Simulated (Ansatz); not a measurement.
## In3Se: relaxation of cell and atoms with PBEsol

Crystal: In3Se.

```
CELL_PARAMETERS angstrom
4.80376 0.00000 0.00000
0.00000 4.80376 0.00000
0.00000 0.00000 4.80376
ATOMIC_POSITIONS crystal
In 0.50000 0.50000 0.00000
In 0.50000 0.00000 0.50000
In 0.00000 0.50000 0.50000
Se 0.00000 0.00000 0.00000
```

The cell comes from a database or a generator and needn't be the stable form of this composition.

```
Program               : Ansatz 0.2.0
Task                  : relaxation of cell and atoms
Functional            : PBEsol
Potentials or basis   : Ansatz PAW
Cutoff                : 420 eV (not typed: the program's choice for these potentials)
k mesh                : 6 × 6 × 6
Occupations           : fermi-dirac, width 0.05 eV
Spin                  : no spin polarisation
Target pressure       : 20 GPa
Target pressure (GPa) : 20
```

```yaml
Relaxed_volume: 19.86 Å³/atom
Relaxed_cell: a = 4.299 Å, b = 4.299 Å, c = 4.299 Å, α = 90.00°, β = 90.00°, γ = 90.00°
Space_group_after_relaxing_to_0.05_Å: Pm-3m (No. 221)
Energy_change_on_relaxing_the_enthalpy_is_what_falls: +253.6 meV/atom
Ionic_steps: 8
Pressure_after_relaxing: 20.0 GPa
Band_gap_on_the_k_mesh: none (metal or under the smearing width)
```

The path:
| step | energy change (eV) | largest force (eV/Å) | volume (Å³) |
| --- | --- | --- | --- |
| 1 | 0.0000 | 0.0000 | 110.85 |
| 2 | -0.0280 | 0.0000 | 95.42 |
| 3 | 0.7735 | 0.0000 | 81.49 |
| 4 | 1.0820 | 0.0000 | 78.86 |
| 5 | 1.0045 | 0.0000 | 79.47 |
| 6 | 1.0087 | 0.0000 | 79.47 |
| 7 | 1.0142 | 0.0000 | 79.43 |
| 8 | 1.0142 | 0.0000 | 79.43 |

Final structure:
```
In Se
1.0
     4.29853    0.00000    0.00000
     0.00000    4.29853    0.00000
     0.00000    0.00000    4.29853
In Se
3 1
Direct
  0.50000 0.50000 0.00000
  0.50000 0.00000 0.50000
  0.00000 0.50000 0.50000
  0.00000 0.00000 0.00000
```

Levels at points of the mesh, in eV from the Fermi level:
```
              k point  band 26  band 27  band 28  band 29  band 30  band 31
   (0.00, 0.00, 0.00)    -1.81    -1.81     1.28     1.28     1.28     4.92
  (0.00, 0.00, -0.50)    -1.35    -0.74    -0.74    -0.56     0.73     4.82
 (0.00, -0.50, -0.50)    -1.43    -0.18    -0.18     1.55     1.55     2.14
(-0.50, -0.50, -0.50)    -4.70    -4.70    -4.70     4.19     4.19     4.19
```

Run time: 20 s on 2 threads of Arm Neoverse V1 (shared host), peak memory 0.42 GiB.

Caveat: the volume moved by over 15 % at a fixed basis, so the end points are rough; the plane-wave basis is chosen anew once the cell has moved, so the energies of steps on either side of that aren't comparable; the PAW data sets come from PBE, with cores solved anew for the run's functional, which leaves a small shift of forces and pressure.
